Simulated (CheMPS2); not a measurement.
**SnTe (SMILES [Sn][Te]) at DMRG/STO-6G**

What is the vertical electron affinity of SnTe at DMRG/STO-6G? 

Program for the calculation: CheMPS2 1.8.12.

5 further runs of the same task are left out: 1 that didn't finish, 4 set aside as unsound or not needed.

## (1) Starting point

The species is SnTe (2 atoms), meant as a singlet with charge 0. As SMILES, `[Sn][Te]`. Geometry: a GFN2-xTB relaxation, a rough one for these elements and not checked as a minimum.

Bond lengths: Sn1–Te2 2.537 Å.

## (2) The energy at DMRG/STO-6G

Input file prepare.py:

```python
import numpy as np
from pyscf import ao2mo, cc, dft, gto, lo, mcscf, mp, scf
from pyscf.tools import fcidump

mol = gto.M(atom="""
Sn
Te 1 2.53677
""", basis="sto-6g", charge=0, verbose=4, max_memory=2000)
print("nao                      = %d" % (mol.nao))
mf = scf.RHF(mol)
mf.conv_tol = 1e-10
mf.max_cycle = 200
mf.kernel()
if not mf.converged:
    mf = mf.newton().run(mf.mo_coeff, mf.mo_occ)
print("reference energy         = %.10f" % (mf.e_tot))
# single-reference ladder for comparison
ref = mf
pt = mp.MP2(ref, frozen=36).run()
mycc = cc.CCSD(ref, frozen=36)
mycc.max_cycle = 150
mycc.kernel()
print(f"E(MP2)                   = {pt.e_tot:.10f}")
if mycc.converged:
    print("E(CCSD)                  = %.10f" % (mycc.e_tot))
    print("CCSD(T) total energy     = %.10f" % (mycc.e_tot + mycc.ccsd_t()))
    print("T1                       = %.4f" % (mycc.get_t1_diagnostic()))
# a few density functionals on the same geometry and basis
ks = dft.RKS(mol, xc="bhandhlyp").set(conv_tol=1e-9, verbose=3).run()
if ks.converged:
    print(f"E(BHLYP)                 = {ks.e_tot:.8f}")
ks = dft.RKS(mol, xc="lda,vwn5").set(conv_tol=1e-9, verbose=3).run()
if ks.converged:
    print(f"E(SVWN5)                 = {ks.e_tot:.8f}")
ks = dft.RKS(mol, xc="pbe").set(conv_tol=1e-9, verbose=3).run()
if ks.converged:
    print("E(PBE)                   = %.8f" % (ks.e_tot))
# localise doubly occupied and virtual orbitals apart
mo = mf.mo_coeff.copy()
for a, b in ((36, 51), (51, 54)):
    if b - a > 1:
        mo[:, a:b] = lo.PM(mol, mo[:, a:b]).kernel()
mf.mo_coeff = mo
# FCIDUMP for the DMRG program
cas = mcscf.CASCI(mf, 18, 30)
h1, ecore = cas.get_h1eff()
fcidump.from_integrals("FCIDUMP", h1, cas.get_h2eff(), 18, 30, nuc=ecore, ms=0)
# exact diagonalisation in the same space
ci = mcscf.CASCI(mf, 18, (15, 15))
ci.fix_spin_(ss=0)
ci.fcisolver.conv_tol = 1e-10
ci.fcisolver.max_cycle = 200
ci.kernel()
print(f"FCI energy               = {ci.e_tot:.10f}")
```

Input file chemps2.input:

```
FCIDUMP = FCIDUMP
GROUP = 0
MULTIPLICITY = 1
NELECTRONS = 30
IRREP = 0
EXCITATION = 0
SWEEP_STATES = 50, 100, 200, 400, 400
SWEEP_ENERGY_CONV = 1e-04, 1e-04, 1e-04, 1e-04, 1e-06
SWEEP_MAX_SWEEPS = 3, 2, 3, 2, 6
SWEEP_NOISE_PREFAC = 0.5, 0.05, 0.05, 0.005, 0.0
SWEEP_DVDSON_RTOL = 1e-04, 1e-04, 1e-04, 1e-04, 1e-05
NOCC = 0
NACT = 18
NVIR = 0
MOLCAS_FIEDLER = FALSE
PRINT_CORR = TRUE
TMP_FOLDER = .
```

Started as:

```
$ python prepare.py && chemps2 --file=chemps2.input
```

The program printed:

```text
$ python prepare.py

[INPUT] verbose = 4
[INPUT] num. atoms = 2
[INPUT] num. electrons = 102
[INPUT] charge = 0
[INPUT] spin (= nelec alpha-beta = 2S) = 0
[INPUT] symmetry False subgroup None
[INPUT] Mole.unit = angstrom
[INPUT] Symbol           X                Y                Z      unit          X                Y                Z       unit  Magmom
[INPUT]  1 Sn     0.000000000000   0.000000000000   0.000000000000 AA    0.000000000000   0.000000000000   0.000000000000 Bohr   0.0
[INPUT]  2 Te     2.536770000000   0.000000000000   0.000000000000 AA    4.793800541013   0.000000000000   0.000000000000 Bohr   0.0

nuclear repulsion = 542.367163121608
number of shells = 22
number of NR pGTOs = 324
number of NR cGTOs = 54
basis = sto-6g
ecp = {}
CPU time:         0.54
nao                      = 54

******** <class 'pyscf.scf.hf.RHF'> ********
method = RHF
initial guess = minao
damping factor = 0
level_shift factor = 0
DIIS = <class 'pyscf.scf.diis.CDIIS'>
diis_start_cycle = 1
diis_space = 8
diis_damp = 0
SCF conv_tol = 1e-10
SCF conv_tol_grad = None
SCF max_cycles = 200
direct_scf = True
direct_scf_tol = 1e-13
chkfile to save SCF result = tmp225sy0io
max_memory 2000 MB (current use 118 MB)
Set gradient conv threshold to 1e-05
Initial guess from minao.
[... 22 lines left out ...]
reference energy         = -12575.0757339835
[... 38 lines left out ...]
CCSD(T) total energy     = -12575.1495663830
[... 32 lines left out ...]
converged SCF energy = -12578.3191170862
[... 75 lines left out ...]
CASCI converged
[... 72 lines left out ...]
***     Maximum discarded weight = 0
[... 44 lines left out ...]
***     Minimum energy           = -12575.1503917372
[... 7 lines left out ...]
***     Maximum discarded weight = 7.99920355236348e-06
[... 14 lines left out ...]
***     Maximum discarded weight = 2.81142479328018e-08
[... 14 lines left out ...]
***     Maximum discarded weight during the last sweep     = 6.26355213983835e-08
[... 12 lines left out ...]
***     Minimum energy           = -12575.1504909404
[... 14 lines left out ...]
***     Minimum energy           = -12575.1504909442
[... 7 lines left out ...]
***     Maximum discarded weight = 1.74817262271147e-15
[... 14 lines left out ...]
***     Maximum discarded weight = 1.10340988639383e-16
[... 14 lines left out ...]
***     Maximum discarded weight during the last sweep     = 1.02963845110772e-38
[... 101 lines left out ...]
--------------------------------------------------------
Singlet diradical correlation function = < d_i,up d_j,down > + < d_i,down d_j,up > - < d_i,up > * < d_j,down > - < d_i,down > * < d_j,up >
Hamiltonian index order is used!

   Columns 1 to 8

   -0.000000    0.000000    0.000000    0.000000    0.000001    0.000000    0.000000    0.000000
    0.000000   -0.000000    0.000000    0.000000    0.000000    0.000000    0.000000    0.000000
    0.000000    0.000000   -0.000000    0.000000    0.000000    0.000000    0.000000    0.000000
[... 14 lines of this table left out ...]
    0.000058    0.000003    0.000003    0.000000    0.000022    0.000018    0.000003    0.000037

   Columns 9 to 16

    0.000000    0.000000    0.000012    0.000010    0.000027    0.000016    0.000013    0.000012
    0.000000    0.000000    0.000002    0.000000    0.000001    0.000009    0.000018    0.000026
    0.000000    0.000000    0.000002    0.000000    0.000001    0.000018    0.000009    0.000005
[... 14 lines of this table left out ...]
    0.000024    0.000024    0.018409    0.004626    0.001860    0.004507    0.004507    0.006809

   Columns 17 to 18

    0.000012    0.000058
    0.000005    0.000003
    0.000026    0.000003
[... 14 lines of this table left out ...]
    0.006809   -0.000366

--------------------------------------------------------
Two-orbital mutual information = 0.5 * ( s1(i) + s1(j) - s2(i,j) ) * ( 1 - delta(i,j) )
Hamiltonian index order is used!

   Columns 1 to 8

    0           0.000001    0.000002    0.000000    0.000039    0.000002    0.000000    0.000012
    0.000001    0           0.000000    0.000001    0.000002    0.000000    0.000000    0.000000
    0.000002    0.000000    0           0.000001    0.000001    0.000000    0.000000    0.000001
[... 14 lines of this table left out ...]
    0.000188    0.000006    0.000006    0.000002    0.000073    0.000075    0.000008    0.000195

   Columns 9 to 16

    0.000001    0.000001    0.000219    0.000067    0.000131    0.000020    0.000017    0.000028
    0.000014    0.000000    0.000003    0.000001    0.000002    0.000010    0.000073    0.000132
    0.000000    0.000014    0.000003    0.000001    0.000002    0.000121    0.000010    0.000012
[... 14 lines of this table left out ...]
    0.000062    0.000062    0.070452    0.024633    0.006881    0.011630    0.011630    0.012609

   Columns 17 to 18

    0.000027    0.000188
    0.000012    0.000006
    0.000134    0.000006
[... 12 lines of this table left out ...]
    0.034620    0.012609
    0           0.012609
    0.012609    0

--------------------------------------------------------
```

Run time: 2.6 min. Hardware: 1 thread of Arm Neoverse V2, shared host; peak memory 0.29 GiB.

## (3) The doublet anion: a single-point energy at DMRG/STO-6G

Input file prepare.py:

```python
from pyscf import ao2mo, cc, dft, gto, mcscf, mp, scf
from pyscf.tools import fcidump

geom = """
Sn     0.000000     0.000000     0.000000
Te     0.000000     0.000000     2.536770
"""
mol = gto.M(
    atom=geom,
    basis="sto-6g",
    charge=-1,
    spin=1,
    verbose=3,
)
print("basis functions = %d" % (mol.nao))
mf = scf.ROHF(mol)
mf.conv_tol = 1e-10
mf.max_cycle = 200
mf.kernel()
if not mf.converged:
    mf = mf.newton().run(mf.mo_coeff, mf.mo_occ)
print(f"E(HF) = {mf.e_tot:.10f}")
# MP2, CCSD and CCSD(T) with the same frozen core
ref = scf.UHF(mol).run(mf.make_rdm1(), conv_tol=1e-10)
pt = mp.MP2(ref, frozen=36).run()
mycc = cc.CCSD(ref, frozen=36)
mycc.max_cycle = 150
mycc.kernel()
print(f"E(MP2) = {pt.e_tot:.10f}")
if mycc.converged:
    print("CCSD total energy = %.10f" % (mycc.e_tot))
    print(f"CCSD(T) total energy = {mycc.e_tot + mycc.ccsd_t():.10f}")
# a few density functionals on the same geometry and basis
ks = dft.UKS(mol, xc="bhandhlyp").set(conv_tol=1e-9, verbose=3).run(mf.make_rdm1())
if ks.converged:
    print("E(BHLYP) = %.8f" % (ks.e_tot))
ks = dft.UKS(mol, xc="lda,vwn5").set(conv_tol=1e-9, verbose=3).run(mf.make_rdm1())
if ks.converged:
    print(f"E(SVWN5) = {ks.e_tot:.8f}")
ks = dft.UKS(mol, xc="pbe").set(conv_tol=1e-9, verbose=3).run(mf.make_rdm1())
if ks.converged:
    print("E(PBE) = %.8f" % (ks.e_tot))
# rotate to MP2 natural orbitals
occ_no, mo = mcscf.addons.make_natural_orbitals(mp.MP2(mf.to_uhf(), frozen=36).run())
mf.mo_coeff = mo
# write the integrals of the correlated orbitals
cas = mcscf.CASCI(mf, 18, 31)
h1, ecore = cas.get_h1eff()
fcidump.from_integrals("FCIDUMP", h1, cas.get_h2eff(), 18, 31, nuc=ecore, ms=1)
# exact diagonalisation in the same space
ci = mcscf.CASCI(mf, 18, (16, 15))
ci.fix_spin_(ss=0.75)
ci.fcisolver.conv_tol = 1e-10
ci.fcisolver.max_cycle = 200
ci.kernel()
print("FCI energy = %.10f" % (ci.e_tot))
```

Input file chemps2.input:

```
FCIDUMP = FCIDUMP
GROUP = 0
MULTIPLICITY = 2
NELECTRONS = 31
IRREP = 0
EXCITATION = 0
SWEEP_STATES = 400, 800, 800
SWEEP_ENERGY_CONV = 1e-05, 1e-05, 1e-07
SWEEP_MAX_SWEEPS = 4, 4, 6
SWEEP_NOISE_PREFAC = 0.05, 0.005, 0.0
SWEEP_DVDSON_RTOL = 3e-05, 3e-05, 3e-06
NOCC = 0
NACT = 18
NVIR = 0
MOLCAS_FIEDLER = TRUE
PRINT_CORR = FALSE
TMP_FOLDER = .
```

Started as:

```
$ python prepare.py && chemps2 --file=chemps2.input
```

The program printed:

```text
$ python prepare.py
basis functions = 54
converged SCF energy = -12574.9551636856
E(HF) = -12574.9551636856
converged SCF energy = -12574.956372569  <S^2> = 0.77011742  2S+1 = 2.0200173
E(UMP2) = -12574.9828678361  E_corr = -0.0264952671302237
E(SCS-UMP2) = -12574.9839438843  E_corr = -0.0275713152477254
E(UCCSD) = -12574.99202313786  E_corr = -0.03565056884438549
E(MP2) = -12574.9828678361
CCSD total energy = -12574.9920231379
UCCSD(T) correction = -0.0024103791718971
CCSD(T) total energy = -12574.9944335170
converged SCF energy = -12579.6684898901  <S^2> = 0.75492389  2S+1 = 2.0049178
E(BHLYP) = -12579.66848989

WARN: HOMO 0.219909459162752 >= LUMO 0.21597317259358

SCF not converged.
SCF energy = -12567.4730941012 after 50 cycles  <S^2> = 0.75869527  2S+1 = 2.0086764
SCF not converged.
SCF energy = -12578.2079767661 after 50 cycles  <S^2> = 0.76015677  2S+1 = 2.0101311
E(UMP2) = -12574.9820085763  E_corr = -0.0268448907180852
E(SCS-UMP2) = -12574.9829247796  E_corr = -0.0277610940058863
CASCI E = -12574.9950786602  E(CI) = -211.155025534455  S^2 = 0.7500000
FCI energy = -12574.9950786602

$ chemps2 --file=chemps2.input

Running chemps2 version 1.8.12 () with the following options:

   FCIDUMP            = FCIDUMP
   GROUP              = c1
   MULTIPLICITY       = 2
   NELECTRONS         = 31
   IRREP              = A
   EXCITATION         = 0
   SWEEP_STATES       = [ 400 ; 800 ; 800 ]
   SWEEP_ENERGY_CONV  = [ 1e-05 ; 1e-05 ; 1e-07 ]
   SWEEP_MAX_SWEEPS   = [ 4 ; 4 ; 6 ]
   SWEEP_NOISE_PREFAC = [ 0.05 ; 0.005 ; 0 ]
   SWEEP_DVDSON_RTOL  = [ 3e-05 ; 3e-05 ; 3e-06 ]
   NOCC               = [ 0 ]
   NACT               = [ 18 ]
   NVIR               = [ 0 ]
   MOLCAS_2RDM        =
   MOLCAS_3RDM        =
   MOLCAS_F4RDM       =
   MOLCAS_FOCK        =
   MOLCAS_FIEDLER     = TRUE
   MOLCAS_MPS         = FALSE
   MOLCAS_STATE_AVG   = FALSE
   PRINT_CORR         = FALSE
   TMP_FOLDER         = .

[... 43 lines left out ...]
***     Minimum energy           = -12574.9950441387
***     Maximum discarded weight = 0
[... 36 lines left out ...]
***     Minimum energy           = -12574.9950644854
***     Maximum discarded weight = 0
[... 6 lines left out ...]
***     Minimum energy           = -12574.9950644854
***     Maximum discarded weight = 0
[... 5 lines left out ...]
***     Minimum energy           = -12574.9950644854
***     Maximum discarded weight = 0
[... 7 lines left out ...]
***     Maximum discarded weight during the last sweep     = 0
[... 5 lines left out ...]
***     Minimum energy           = -12574.9950644854
***     Maximum discarded weight = 0
******************************************************************
[... 16 site updates ...]
******************************************************************
***  Information on right sweep 0 of instruction 1:
***     Elapsed wall time        = 2.062286 seconds
***     Minimum energy           = -12574.9950644854
***     Maximum discarded weight = 0
***     Energy difference with respect to previous leftright sweep = 0
******************************************************************
***  Information on completed instruction 1:
***     The reduced virtual dimension DSU(2)               = 800
***     The total number of reduced MPS variables          = 159200
***     Minimum energy encountered during all instructions = -12574.9950644854
***     Minimum energy encountered during the last sweep   = -12574.9950644854
***     Maximum discarded weight during the last sweep     = 0
******************************************************************
[... 16 site updates ...]
******************************************************************
***  Information on left sweep 0 of instruction 2:
***     Elapsed wall time        = 3.567878 seconds
***     Minimum energy           = -12574.9950644862
***     Maximum discarded weight = 0
******************************************************************
[... 16 site updates ...]
******************************************************************
***  Information on right sweep 0 of instruction 2:
***     Elapsed wall time        = 2.062951 seconds
***     Minimum energy           = -12574.9950644862
***     Maximum discarded weight = 0
***     Energy difference with respect to previous leftright sweep = 8.36735125631094e-10
******************************************************************
***  Information on completed instruction 2:
***     The reduced virtual dimension DSU(2)               = 800
***     The total number of reduced MPS variables          = 159200
***     Minimum energy encountered during all instructions = -12574.9950644862
***     Minimum energy encountered during the last sweep   = -12574.9950644862
***     Maximum discarded weight during the last sweep     = 0
******************************************************************
```

Wall time 2.1 min (1 thread of Arm Neoverse V2, shared host); peak memory 0.28 GiB.

## (4) Results

At DMRG/STO-6G, 36 core orbitals frozen:

```
                                          quantity            value
                  run 1, DMRG/STO-6G: total energy  -12575.15049 Eh
run 1, DMRG/STO-6G: T1 diagnostic of the CCSD step            0.024
                       doublet anion: total energy  -12574.99506 Eh
 vertical electron affinity (to the doublet anion)        -4.229 eV
```

What this shows: The anion lies 4.23 eV (408 kJ/mol) above the neutral: the electron isn't bound at this level, and such a value depends on the basis. Without diffuse functions anions come out too high. In a minimal basis such a difference can be off by several eV, whatever the method. The T1 diagnostic (run 1, DMRG/STO-6G) of 0.024 is above the customary mark for such species, so a single reference may not serve. Relativity is left out (run 1, DMRG/STO-6G) although the molecule holds a heavy atom. Relativity is left out (doublet anion) although the molecule holds a heavy atom.
